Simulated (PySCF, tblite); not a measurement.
# C₅H₉GaO: geometry, infrared bands and NMR shifts

Wanted: the infrared bands and NMR shifts of C₅H₉GaO (`C=C1CC([O][GaH2])C1`), by calculation.

Programs: tblite 0.8.0 and PySCF 2.14.0, with density-fitted response routines of our own. Each step states its level of theory. These are calculated values for one molecule in the gas phase, unless marked as measured. Atoms are numbered from 0 throughout.

**1. The starting structure**

16 atoms, charge 0, multiplicity 1; geometry from: force field or distance geometry start.

Bonds of the start (Å): C0–C1 1.32, C1–C2 1.49, C2–C3 1.50, C3–O4 1.38, O4–Ga5 2.00, C3–C6 1.52, C6–C1 1.50, C0–H7 1.10, C0–H8 1.10, C2–H9 1.09, C2–H10 1.14, C3–H11 1.11, Ga5–H12 1.62, Ga5–H13 1.44, C6–H14 1.09, C6–H15 1.11.

**2. Geometry optimisation with GFN2-xTB**

What the job is given:

```
{"job": {"kind": "relax", "xc": "GFN2-xTB", "basis": "xTB"}, "charge": 0, "multiplicity": 1}
C     -2.070100     1.577900    -0.057900
C     -1.331300     0.496300    -0.184900
C     -0.465100    -0.182000    -1.196700
C      0.374500    -0.602600    -0.029100
O      1.201700     0.431000     0.366300
Ga     2.954900    -0.500800     0.584400
C     -0.955500    -0.643300     0.715900
H     -2.148300     2.252200    -0.922100
H     -2.595800     1.793000     0.880800
H      0.017700     0.448200    -1.938600
H     -1.087900    -1.038400    -1.606900
H      0.850300    -1.608000    -0.092400
H      3.798500     0.250600    -0.575300
H      3.909300    -0.721000     1.637900
H     -0.902200    -0.417500     1.783000
H     -1.558400    -1.526700     0.426700
```

The run is started by

```bash
OMP_NUM_THREADS=1 python probes_run.py task.json out
```

This one command runs all jobs of the session in turn.

**Question.** This job is followed by: GFN2-xTB harmonic vibrations, gas phase; GIAO PBE0/pcSseg-1 NMR shielding, non-relativistic, gas phase. Predict these results of the whole session: strongest single infrared mode (GFN2-xTB); zero-point energy (GFN2-xTB); 13C shifts against TMS (PBE0/pcSseg-1, means over atoms taken as alike); 1H shifts against TMS (PBE0/pcSseg-1, means over atoms taken as alike); 17O shifts against H2O (PBE0/pcSseg-1); shieldings of Ga (PBE0/pcSseg-1); surface potential, 1st and 99th percentile.

**Answer**, as computed:

| quantity | value |
| --- | --- |
| strongest single infrared mode (GFN2-xTB) | 1658 cm⁻¹, 499 km/mol |
| zero-point energy (GFN2-xTB) | 73.8 kcal/mol |
| 13C shifts against TMS (PBE0/pcSseg-1, means over atoms taken as alike) | 149.6, 115.4, 72.4, 47.4 ppm |
| 1H shifts against TMS (PBE0/pcSseg-1, means over atoms taken as alike) | 5.57, 5.34, 5.07, 3.28, 2.82 ppm |
| 17O shifts against H2O (PBE0/pcSseg-1) | 172.5 ppm |
| shieldings of Ga (PBE0/pcSseg-1) | Ga5 1369.4 ppm |
| surface potential, 1st and 99th percentile | -1.00 V and 2.35 V |

In words: Relaxing lowered the energy by 2.070 eV in 91 steps; the close pair that moved most is O4–Ga5, from 1.997 to 1.705 Å. No mode is imaginary among the 42: a minimum at this level. The strongest single mode, at 1658 cm⁻¹, moves mainly H12. Unscaled tight-binding wavenumbers are off by several per cent, some by more. Its intensities can rank the bands wrongly. C1 (fully substituted alkene carbon) lies farthest downfield among carbon, at 149.6 ppm; as expected for a trigonal carbon in a double bond. At PBE0/pcSseg-1: The widest tensor belongs to Ga5: span 366 ppm, with a paramagnetic part of -1270 ppm. By nearest atom (PBE0/pcSseg-1), the HOMO sits on C0 38 %; C1 30 % and the LUMO on Ga5 48 %; H12, H13 about 18 % each. Spin-orbit coupling is left out, which matters for shieldings and couplings at and beside the heavy atoms.
